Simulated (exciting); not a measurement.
Set up this calculation in exciting (release sodium), as the native input.

```
Task                                     : single point
Functional                               : PBEsol
Potentials or basis                      : all-electron LAPW+lo, shipped species files, valence relativity zora
rgkmax                                   : 5
k mesh                                   : 8 × 8 × 8
Occupations                              : fermi-dirac, width 0.05 eV
Spin                                     : no spin polarisation
gmaxvr (cutoff of density and potential) : 14 1/bohr
lmaxapw (and lmaxmat)                    : 10
lmaxvr                                   : 8
nempty                                   : 20
Valence relativity                       : zora
epsengy                                  : 1e-05 Ha
epspot                                   : 1e-05 Ha
maxscl                                   : 60
Muffin-tin radii                         : La 2.3, H 1.1 bohr
```

The system is LaH3.

```xyz
4
Lattice="0.0000 2.7865 2.7865 2.7865 0.0000 2.7865 2.7865 2.7865 0.0000" Properties=species:S:1:pos:R:3 pbc="T T T"
La    0.0000    0.0000    0.0000
H     1.3932    1.3932    1.3932
H     4.1797    4.1797    4.1797
H     2.7865    2.7865    2.7865
```

The cell comes from a database or a generator and needn't be the stable form of this composition.

The input as run:

input.xml

```xml
<input>
  <title>LaH3</title>
  <structure speciespath="./" tshift="false">
    <crystal scale="1">
      <basevect>0.000000000000 5.265683012398 5.265683012398</basevect>
      <basevect>5.265683012398 0.000000000000 5.265683012398</basevect>
      <basevect>5.265683012398 5.265683012398 0.000000000000</basevect>
    </crystal>
    <species speciesfile="La.xml" rmt="2.3">
      <atom coord="0.000000000000 0.000000000000 0.000000000000"/>
    </species>
    <species speciesfile="H.xml" rmt="1.1">
      <atom coord="0.250000000000 0.250000000000 0.250000000000"/>
      <atom coord="0.750000000000 0.750000000000 0.750000000000"/>
      <atom coord="0.500000000000 0.500000000000 0.500000000000"/>
    </species>
  </structure>
  <groundstate do="fromscratch" ngridk="8 8 8" rgkmax="5" gmaxvr="14" lmaxapw="10" lmaxmat="10" lmaxvr="8" xctype="GGA_PBE_SOL" stype="Fermi Dirac" swidth="0.00183747" nempty="20" ValenceRelativity="zora" epsengy="1e-05" epspot="1e-05" maxscl="60" tforce="true" outputlevel="normal"/>
</input>
```

Potentials or basis: all-electron LAPW+lo, shipped species files, valence relativity zora.

Launch:

```bash
$ OMP_NUM_THREADS=1 exciting_smp
```

It gave:

```yaml
Band_gap_on_the_k_mesh: none (metal or under the smearing width)
All_electrons_inside_the_program's_atomic_spheres: La 53.24; H 0.53, 0.46 (radii La 2.3, H 1.1 bohr)
```

Caveat: this treatment of relativity tilts energy against volume in heavier elements, by up to 2 % in the volume.

Run time: 3.9 min on 1 thread of Arm Neoverse V1, on a shared host, peak memory 0.19 GiB.
